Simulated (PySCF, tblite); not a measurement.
# C₇H₁₃N₂P: infrared bands and NMR shifts

Aim: predict the infrared bands and NMR shifts of C₇H₁₃N₂P (`Cc1pcnn1CC(C)C`).

The runs use tblite 0.8.0 and PySCF 2.14.0, with density-fitted response routines of our own; the level of theory stands in each step. All values are computed, except where a source is named. Atoms are numbered from 0 throughout.

### Step 1. The molecule as given

23 atoms, charge 0, multiplicity 1; geometry from: GFN2-xTB.

Bonds of the start (Å): C0–C1 1.49, C1–P2 1.74, P2–C3 1.76, C3–N4 1.30, N4–N5 1.32, N5–C6 1.44, C6–C7 1.54, C7–C8 1.53, C7–C9 1.53, N5–C1 1.35, C0–H10 1.09, C0–H11 1.09, C0–H12 1.09, C3–H13 1.08, C6–H14 1.09, C6–H15 1.09, C7–H16 1.10, C8–H17 1.09, C8–H18 1.09, C8–H19 1.09, C9–H20 1.09, C9–H21 1.09, C9–H22 1.09.

### Step 2. Harmonic vibrations with GFN2-xTB

Job settings and geometry (Å):

```
{"job": {"kind": "ir", "xc": "GFN2-xTB", "basis": "xTB"}, "charge": 0, "multiplicity": 1}
C     -2.287781    -1.278476    -0.214205
C     -2.048351     0.180269    -0.031253
P     -3.125416     1.472935    -0.454674
C     -1.897984     2.544325     0.198183
N     -0.828577     1.960432     0.665355
N     -0.917154     0.647308     0.536520
C      0.206321    -0.141594     0.971691
C      1.185283    -0.460131    -0.170904
C      1.780869     0.823749    -0.739206
C      2.282529    -1.383624     0.350506
H     -1.546651    -1.723723    -0.878026
H     -3.273036    -1.427606    -0.648901
H     -2.248397    -1.805456     0.740547
H     -1.959912     3.616945     0.243598
H      0.723962     0.447693     1.732277
H     -0.157490    -1.068285     1.422660
H      0.639372    -0.975747    -0.968370
H      0.999081     1.481911    -1.109247
H      2.335124     1.355862     0.030235
H      2.456155     0.597077    -1.560634
H      2.834164    -0.898099     1.152231
H      2.980539    -1.627612    -0.446048
H      1.862595    -2.311168     0.733619
```

**Question.** This job is followed by: GIAO PBE0/pcSseg-1 NMR shielding, non-relativistic, gas phase. What will the session give for the following? strongest single infrared mode (GFN2-xTB); zero-point energy (GFN2-xTB); 13C shifts against TMS (PBE0/pcSseg-1, means over atoms taken as alike); 1H shifts against TMS (PBE0/pcSseg-1, means over atoms taken as alike); 31P shifts against H3PO4 (PBE0/pcSseg-1); 15N shifts against NH3 (PBE0/pcSseg-1).

As calculated:

```
                                                               quantity                                     value
                              strongest single infrared mode (GFN2-xTB)                      3042 cm⁻¹, 54 km/mol
                                           zero-point energy (GFN2-xTB)                            121.0 kcal/mol
13C shifts against TMS (PBE0/pcSseg-1, means over atoms taken as alike)  176.2, 165.3, 61.7, 34.1, 22.2, 16.6 ppm
 1H shifts against TMS (PBE0/pcSseg-1, means over atoms taken as alike)          8.56, 4.16, 2.74, 1.83, 0.98 ppm
                               31P shifts against H3PO4 (PBE0/pcSseg-1)                                 121.0 ppm
                                 15N shifts against NH3 (PBE0/pcSseg-1)                          383.7, 255.7 ppm
```

What this shows: All 63 modes are real, so the xTB geometry is a minimum. Unscaled tight-binding wavenumbers are off by several per cent, some by more. Its intensities can rank the bands wrongly. At PBE0/pcSseg-1: Shielding is most anisotropic at N4 (span 504 ppm, paramagnetic term -441 ppm). NICS(1)zz of -29 ppm above the planar ring from C1 marks a diatropic (aromatic) ring current.
